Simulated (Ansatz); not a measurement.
MoN2:

```xyz
6
Lattice="4.3481 0.0000 0.0000 0.0000 4.3481 0.0000 0.0000 0.0000 2.7675" Properties=species:S:1:pos:R:3 pbc="T T T"
Mo    0.0000    0.0000    0.0000
Mo    2.1740    2.1740    0.0000
N     2.6595    3.8626    1.3837
N     1.6886    0.4854    1.3837
N     0.4854    2.6595    1.3837
N     3.8626    1.6886    1.3837
```

Measurements of this composition are mostly on another form, of space group No. 160.

Base run:

| Property | Result |
| --- | --- |
| Program | Ansatz 0.2.0 |
| Functional | PBEsol |
| Potentials or basis | Ansatz PAW |
| Cutoff | 420 eV |
| Density cutoff | 1680 eV |
| k mesh | 6 × 6 × 10 |
| Occupations | fermi-dirac, width 0.05 eV |
| Spin | no spin polarisation |

Its results: band gap on the k mesh none (metal or under the smearing width); pressure -14.1 GPa; largest force 0.034 eV/Å.

Question: After a change of settings the same cell gave: band gap on the k mesh none (metal or under the smearing width); pressure -3.8 GPa; largest force 0.071 eV/Å. Which change was it?
A. functional from PBEsol to r2SCAN; cutoff from 420 eV to 500 eV; density cutoff from 1680 eV to 2000 eV
B. functional from PBEsol to LDA
C. functional from PBEsol to PBE
D. k mesh from 6 × 6 × 10 to 6 × 6 × 8

Answer: C.

PBE binds less tightly than PBEsol, so the same cell stands under more pressure.

Caveats: the PAW data sets come from PBE, with cores solved anew for the run's functional, which leaves a small shift of forces and pressure (some runs).

Not every run made on this cell is shown here.
